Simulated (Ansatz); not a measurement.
# Nb: the cost of one run

Method: DFT PBE, scalar-relativistic, plane waves, PAW, in Ansatz 0.2.0.

The COD entry's cell or inner coordinates are ideal or old and differ from later refinements, so a difference from it is no clean test against experiment.

### 1 Starting point

The structure is cubic, space group Im-3m (No. 229). The conventional cell has a = 3.328 Å, b = 3.328 Å, c = 3.328 Å, α = 90.00°, β = 90.00°, γ = 90.00°. Nb (site symmetry m-3m) has 8 Nb at 2.88 Å in its first shell of neighbours.

As a file:

```
CELL_PARAMETERS angstrom
-1.66395 1.66395 1.66395
1.66395 -1.66395 1.66395
1.66395 1.66395 -1.66395
ATOMIC_POSITIONS crystal
Nb 0.00000 0.00000 0.00000
```

The structure rests on an entry of the Crystallography Open Database; cell or positions may have been set otherwise for this series.

### 2 Relaxing cell and atoms: Nb, no spin

Input file input.yaml:

```yaml
crystal:
  lattice:
    - [-1.66395, 1.66395, 1.66395]
    - [1.66395, -1.66395, 1.66395]
    - [1.66395, 1.66395, -1.66395]
  atoms:
    - { symbol: Nb, position: [0.0, 0.0, 0.0] }
scf:
  occupations: { method: gaussian, width: 0.2 }
output:
  forces: true
  stress: true
  eigenvalues: true
  write_density: true
  write_potential: true
  elf: true
  volumetric_format: npy
hamiltonian:
  xc: pbe
relax:
  f_tol: 0.001
  max_steps: 60
  cell: { stress_tol: 0.03 }
kpoints:
  mp_grid: { grid: [20, 20, 20] }
```

Run with:

```sh
$ ansatz run input.yaml --threads 8 --pin off --max-ram 12288MiB --backend cpu --events-out ev --progress --plain --runs-dir out
```

**Question.** How long does this run take on 8 threads of Arm Neoverse V2, shared host, and how much memory does it need?

About 2.4 s, with a peak of 0.36 GiB.
